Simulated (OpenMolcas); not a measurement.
**Dy³⁺ among point charges: CASSCF levels and susceptibility**

Aim: the splitting of the states of Dy³⁺ in the field of 7 point charges, its lowest levels with spin-orbit coupling and its magnetic susceptibility.

Method: state-averaged CASSCF, spin-orbit coupling by RASSI with atomic mean-field integrals. Code: OpenMolcas 26.06.

### 1 What is computed

- Species: Dy³⁺ (dysprosium, Z = 66, 63 electrons)
- Basis: ANO-RCC-VDZP [7s6p4d2f1g], 68 functions
- Scalar Hamiltonian: DKH2, point nucleus
- Inactive shells: 1s 2s 2p 3s 3p 3d 4s 4p 4d 5s 5p
- Active space: 9 electrons in 7 orbitals (4f)
- Some configurations of this space: 4f⁹
- Orbitals: optimised for the highest spin of each parity, averaged over all roots

The outer shells:

4f9
```
4f [↑↓][↑↓][↑ ][↑ ][↑ ][↑ ][↑ ]
```

The ion sits among 7 point charges of -0.5 e arranged as a pentagonal bipyramid (D5h), 2.67 Å from the ion, with the axial distance 2.910 Å.

The work runs as a chain of OpenMolcas steps in one folder; each step below is one input file. Labels, J, g values, rates, χT and fits are worked out afterwards by a script from the matrices that RASSI stores.

### 2 One- and two-electron integrals

a.inp reads:

```
&GATEWAY
Coord
1

Dy 0.0 0.0 0.0
Basis=ANO-RCC-VDZP
Group=NoSym
NoMove
AngMom=0.0 0.0 0.0
AMFI
XField
7 Angstrom 0
2.670000 0.000000 0.000000 -0.500000
0.825075 2.539321 0.000000 -0.500000
-2.160075 1.569387 0.000000 -0.500000
-2.160075 -1.569387 0.000000 -0.500000
0.825075 -2.539321 0.000000 -0.500000
0.000000 0.000000 2.910300 -0.500000
0.000000 0.000000 -2.910300 -0.500000
&SEWARD
```

On the command line:

```bash
OMP_NUM_THREADS=1 MOLCAS_MEM=2252 MOLCAS_PROJECT=a pymolcas a.inp > a.log
```

### 3 CASSCF: sextets, 21 roots

a.inp reads:

```
&RASSCF
FileOrb=start.orb
Symmetry=1
Spin=6
nActEl=9 0 0
Inactive=27
Ras2=7
CIRoot=21 21 1
SDav=21
CIMx=300
Iter=120 100
PrWF=0.3
OrbListing=Nothing
MaxOrb=0
>>> COPY $Project.JobIph JOB001
```

start.orb holds the contracted functions of the basis, ordered by shell, or the orbitals of the step before.

### 4 Reference wave functions, quartets, 162 roots

a.inp reads:

```
&RASSCF
FileOrb=start.orb
Symmetry=1
Spin=4
nActEl=9 0 0
Inactive=27
Ras2=7
CIRoot=162 162 1
SDav=224
CIMx=300
Iter=120 100
PrWF=0.3
OrbListing=Nothing
MaxOrb=0
CIOnly
>>> COPY $Project.JobIph JOB002
```

### 5 CASSCF: doublets, 162 roots

a.inp reads:

```
&RASSCF
FileOrb=start.orb
Symmetry=1
Spin=2
nActEl=9 0 0
Inactive=27
Ras2=7
CIRoot=162 162 1
SDav=490
CIMx=300
Iter=120 100
PrWF=0.3
OrbListing=Nothing
MaxOrb=0
CIOnly
>>> COPY $Project.JobIph JOB003
```

### 6 State interaction with spin-orbit coupling

a.inp reads:

```
&RASSI
NrOfJobIphs=3 21 108 40
1 2 3 4 5 6 7 8 9 10 11 12 13 14 15 16 17 18 19 20 21
1 2 3 4 5 6 7 8 9 10 11 12 13 14 15 16 17 18 19 20 21 22 23 24 25 26 27
28 29 30 31 32 33 34 35 36 37 38 39 40 41 42 43 44 45 46 47 48 49 50 51
52 53 54 55 56 57 58 59 60 61 62 63 64 65 66 67 68 69 70 71 72 73 74 75
76 77 78 79 80 81 82 83 84 85 86 87 88 89 90 91 92 93 94 95 96 97 98 99
100 101 102 103 104 105 106 107 108
1 2 3 4 5 6 7 8 9 10 11 12 13 14 15 16 17 18 19 20 21 22 23 24 25 26 27
28 29 30 31 32 33 34 35 36 37 38 39 40
IphNames
JOB001
JOB002
JOB003
EJob
SpinOrbit
DIPRint=1.0
SOCoupling=1000.0
Subsets=2
Property=9
'ANGMOM' 1 'ANGMOM' 2 'ANGMOM' 3 'MLTPL  1' 1 'MLTPL  1' 2 'MLTPL  1' 3
'AMFI' 1 'AMFI' 2 'AMFI' 3
SOProperty=3
'ANGMOM' 1 'ANGMOM' 2 'ANGMOM' 3
```

Q: Predict the outcome of this session. Wanted: spin-free ground state; first state of the same spin within the active space; lowest level; next level.

**Answer**, as computed:

| quantity | value |
| --- | --- |
| method | CASSCF |
| spin-free ground state | sextet, 1-fold in its orbital part |
| first state of the same spin within the active space | sextet at 18.5 cm⁻¹ |
| lowest level | 2-fold, g = 1.34, 10.62, 10.62 |
| next level | 14.0 cm⁻¹ |
| χT at 300 K | 14.04 cm³ K/mol |
| effective moment at 300 K | 10.60 μB |

What this shows: The spin-free ground state (sextet) comes to 100 % from free-ion H terms and keeps the highest spin of the shell. The quartets, doublets rest on orbitals optimised for another spin in at least one step, which raises them against the optimised states. Not all states of the active space went into the spin-orbit step. High states of lower spin are left out of the spin-orbit mixing, and CASSCF puts spin-flip levels too high. Point charges carry no covalency, so the field is a model and not that of real ligands.
